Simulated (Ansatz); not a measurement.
# BH₄NSn: small, medium and large basis sets

How large a basis does BH₄NSn need? Two functionals are run in growing sets.

Method: one geometry, several basis sets; program: Ansatz 0.2.0, Gaussian basis.

Levels to be run: PBE0-D4/def2-SVP; ωB97M-V/def2-SVP; PBE0-D4/def2-QZVPP; ωB97M-V/def2-QZVPP; the functionals' def2-TZVPP values are taken from earlier runs.

1 further run of the same task is left out (for a known fault of the program).

### Step 1. The geometry

All runs share one geometry, relaxed beforehand with PBE0-D4 in a triple-zeta def2 set. Sn takes the def2 core potential; no spin-orbit term is included.

SMILES `[BH]1[NH][SnH2]1`, 7 atoms, charge 0, spin multiplicity 1.

Atoms are counted from 1 here; the program's logs count them from 0.

Bond lengths: B1–N2 1.332 Å, B1–Sn3 2.246 Å, B1–H4 1.187 Å, N2–Sn3 2.173 Å, N2–H5 1.008 Å, Sn3–H6 1.717 Å, Sn3–H7 1.717 Å. Angles: N2–B1–Sn3 69.5°, N2–B1–H4 146.2°, Sn3–B1–H4 144.2°, B1–N2–Sn3 75.4°, B1–N2–H5 135.7°, Sn3–N2–H5 148.9°, B1–Sn3–N2 35.0°, B1–Sn3–H6 121.2°, B1–Sn3–H7 121.2°, N2–Sn3–H6 104.3°, N2–Sn3–H7 104.3°, H6–Sn3–H7 105.9°.

### Step 2. PBE0-D4 in def2-SVP

The input, in.yaml:

```yaml
crystal:
  periodic: [false, false, false]
  atoms:
    - {symbol: B, position_ang: [-1.000840, -0.723169, -0.314780]}
    - {symbol: N, position_ang: [-0.249542, 0.182344, -0.939251]}
    - {symbol: Sn, position_ang: [0.612959, 0.035023, 1.050286]}
    - {symbol: H, position_ang: [-1.924642, -1.464561, -0.395575]}
    - {symbol: H, position_ang: [-0.234540, 0.597739, -1.857867]}
    - {symbol: H, position_ang: [0.593128, 1.647347, 1.641580]}
    - {symbol: H, position_ang: [2.264777, -0.342623, 0.770007]}
basis:
  gaussian: {orbitals: def2-SVP}
hamiltonian: {xc: pbe0, dispersion: d4}
output: {orbitals: {seedname: orbitals}}
```

On the command line:

```bash
ansatz run in.yaml --threads 2 --pin off --events-out ev --progress --plain --max-ram 4352MiB
```

After this run come: ωB97M-V in def2-SVP; PBE0-D4 in def2-QZVPP; ωB97M-V in def2-QZVPP.

Before running them: what should the planned runs give, taken together? Wanted: PBE0-D4: double and triple zeta above quadruple; ωB97M-V: double and triple zeta above quadruple.

The runs gave:

```
                                       quantity          value
PBE0-D4: double and triple zeta above quadruple  2.96, 0.19 eV
ωB97M-V: double and triple zeta above quadruple  3.10, 0.18 eV
```

PBE0-D4 gains 2.77 eV from double to triple zeta, then 0.19 eV more. These are total energies; as a rule much of such shifts cancels in differences, which this series doesn't test.
